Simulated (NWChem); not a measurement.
**UPBE0/pcseg-2 run of BCl2O (SMILES [O]B(Cl)Cl)**

Aim: the vertical ionisation energy of BCl2O at UPBE0/pcseg-2, from 2 runs. 

Program for the calculation: NWChem 7.3.0.

### 1 Starting point

BCl2O has 4 atoms, charge 0, and is taken as a doublet. As SMILES, `[O]B(Cl)Cl`. Geometry: relaxed at PBE0-D4/def2-TZVP.

Bond lengths: O1–B2 1.328 Å, B2–Cl3 1.744 Å, B2–Cl4 1.744 Å. Angles: O1–B2–Cl3 117.7°, O1–B2–Cl4 117.7°, Cl3–B2–Cl4 124.6°.

### 2 A single-point energy at UPBE0/pcseg-2

File bcl2o.nw:

```
start bcl2o
title "BCl2O"
memory stack 880 mb heap 220 mb global 1100 mb

geometry noautosym nocenter noautoz
  O        0.159300      -1.173100      -0.780100
  B        0.021500      -0.075700      -0.045700
  Cl      -1.514200       0.187800       0.737800
  Cl       1.388900       1.000900       0.067700
end

basis spherical bse
  * library pcseg-2
end

dft
  xc pbe0
  mult 2
  grid fine
  convergence energy 1e-08
  maxiter 100
  mulliken
  print low
end

task dft energy
```

Started as:

```bash
$ nwchem bcl2o.nw > bcl2o.out
```

The log of the run:

```text
[...]
 d= 0,ls=0.0,diis     1  -1020.0653625256 -1.19D+03  4.68D-03  3.07D-01     4.5
[...]
 d= 0,ls=0.0,diis    13  -1020.1997048635 -1.01D-09  7.91D-08  9.13D-11    49.1
[...]
         Total DFT energy =    -1020.199704863538
      One electron energy =    -1748.760799398873
           Coulomb energy =      625.708114414986
    Exchange-Corr. energy =      -68.761552656551
 Nuclear repulsion energy =      171.614532776901
[...]
      Total Density - Mulliken Population Analysis
     ---------------------------------------------
    Atom       Charge   Shell Charges
 -----------   ------   -------------------------------------------------------
    1 O    8     8.19   2.00  0.65  0.92  0.32  1.92  1.84  0.52  0.00  0.02  0.00
    2 B    5     4.57   2.00  0.49  0.25 -0.02  1.03  0.59  0.01  0.03  0.19  0.01
    3 Cl  17    17.12   2.01  0.36  1.60  1.07  0.89  5.91  1.06  2.99  1.18  0.00  0.03  0.00
    4 Cl  17    17.12   2.01  0.36  1.60  1.07  0.89  5.91  1.06  2.99  1.18  0.00  0.03  0.00
[...]
      <S2> =      0.7553 (Exact =     0.7500)
[...]
```

Run time: 50 s. Hardware: 1 thread of Intel Xeon Platinum 8488C (Sapphire Rapids), shared host; peak memory 0.12 GiB.

### 3 The singlet cation at the same level

File test.nw:

```
START test
TITLE "BCl2O"
memory 2200 mb
charge 1
GEOMETRY units angstroms noautosym nocenter noautoz
O      0.159300    -1.173100    -0.780100
B      0.021500    -0.075700    -0.045700
Cl    -1.514200     0.187800     0.737800
Cl     1.388900     1.000900     0.067700
END
BASIS spherical bse
* library pcseg-2
END
DFT
xc pbe0
grid fine
convergence energy 1e-08
maxiter 100
mulliken
print low
END
TASK dft energy
```

Started as:

```bash
$ nwchem test.nw > test.out
```

The log of the run:

```text
[...]
 d= 0,ls=0.0,diis     1  -1019.6328545674 -1.19D+03  8.31D-03  2.68D+00     3.8
[...]
 d= 0,ls=0.0,diis    13  -1019.7272247859 -4.93D-09  1.11D-07  7.01D-10    38.3
         Total DFT energy =    -1019.727224785915
      One electron energy =    -1735.921615257212
           Coulomb energy =      612.884046003502
    Exchange-Corr. energy =      -68.304188309106
 Nuclear repulsion energy =      171.614532776901
[...]
      Total Density - Mulliken Population Analysis
     ---------------------------------------------
    Atom       Charge   Shell Charges
 -----------   ------   -------------------------------------------------------
    1 O    8     7.99   2.00  0.67  0.94  0.30  1.86  1.77  0.43  0.00  0.02  0.00
    2 B    5     4.58   2.00  0.49  0.27 -0.04  1.02  0.62 -0.04  0.03  0.22  0.01
    3 Cl  17    16.71   2.01  0.37  1.60  1.12  0.86  5.91  1.04  2.89  0.89  0.00  0.04  0.00
    4 Cl  17    16.71   2.01  0.37  1.60  1.12  0.86  5.91  1.04  2.89  0.89  0.00  0.04  0.00
[...]
```

Wall time 39 s (1 thread of Intel Xeon Platinum 8488C (Sapphire Rapids), shared host); peak memory 0.12 GiB.

### 4 What came out

At UPBE0/pcseg-2:

| quantity | value |
| --- | --- |
| doublet BCl2O: total energy | -1020.19970 Eh |
| doublet BCl2O: ⟨S²⟩ | 0.755 |
| singlet cation: total energy | -1019.72722 Eh |
| vertical ionisation energy (to the singlet cation) | 12.857 eV |

**Reading.** The vertical ionisation energy comes to 12.86 eV (1240 kJ/mol). Only the singlet of the ionised species was computed; a triplet could lie lower. Mulliken charges (singlet cation) run from +0.01 on O1 to +0.42 on B2.
